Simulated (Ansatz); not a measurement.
# Bi2Se3: the cost of one run

Program: Ansatz 0.2.0. Level of theory: DFT PBEsol, scalar-relativistic. These are calculated values, not measurements.

## 1. The starting structure

Symmetry: R-3m, No. 166, trigonal system. Conventional cell: a = 4.143 Å, b = 4.143 Å, c = 28.636 Å, α = 90.00°, β = 90.00°, γ = 120.00°. Around Bi (site symmetry 3m) lie 6 Se at 2.85 to 3.07 Å. Se (site symmetry -3m) is surrounded by 6 Bi at 3.07 Å. Se (site symmetry 3m) has 3 Bi at 2.85 Å as nearest neighbours.

As a file:

```
Bi Se
1.0
     2.07150    1.19598    9.54533
    -2.07150    1.19598    9.54533
     0.00000   -2.39196    9.54533
Bi Se
2 3
Cartesian
  0.0000 0.0000 11.4773
  0.0000 0.0000 17.1587
  0.0000 0.0000 0.0000
  0.0000 0.0000 6.0622
  0.0000 0.0000 22.5738
```

Atoms are numbered in the order of the input: Bi1, Bi2, Se3, Se4, Se5.

## 2. Volume × 0.96, LAPW

The input, input.yaml:

```yaml
crystal:
  lattice:
    - [2.0435026311, 1.1798167941, 9.4163232398]
    - [-2.0435026311, 1.1798167941, 9.4163232398]
    - [0.0, -2.3596335883, 9.4163232398]
  atoms:
    - { symbol: Bi, position: [0.4008, 0.4008, 0.4008] }
    - { symbol: Bi, position: [0.5992, 0.5992, 0.5992] }
    - { symbol: Se, position: [0.0, 0.0, 0.0] }
    - { symbol: Se, position: [0.2117, 0.2117, 0.2117] }
    - { symbol: Se, position: [0.7883, 0.7883, 0.7883] }
kpoints:
  mp_grid: { grid: [6, 6, 6] }
  band_path:
    path:
      - [0.0, 0.0, 0.0]
      - [0.5, 0.5, 0.5]
      - [0.8228674673, 0.1771325327, 0.5]
      - [0.5, -0.1771325327, 0.1771325327]
      - [0.5, 0.0, 0.0]
      - [0.0, 0.0, 0.0]
      - [0.3385662664, -0.3385662664, 0.0]
      - [0.6614337336, 0.0, 0.3385662664]
      - [0.5, 0.0, 0.5]
    npoints: 5
scf:
  occupations: { method: fermi_dirac, width: 0.03 }
hamiltonian:
  xc: pbesol
  pseudopotentials: { kind: all_electron, lapw: { basis_error: 0.0005 } }
output:
  forces: true
  stress: true
  eigenvalues: true
```

Command:

```console
ansatz run input.yaml --threads 2 --pin off --max-ram 8192MiB --backend cpu --events-out ev --progress --plain --runs-dir out
```

What time and memory should one allow on 2 threads of Intel Xeon Platinum 8488C (Sapphire Rapids), shared host?

About 52 s, with a peak of 0.83 GiB.
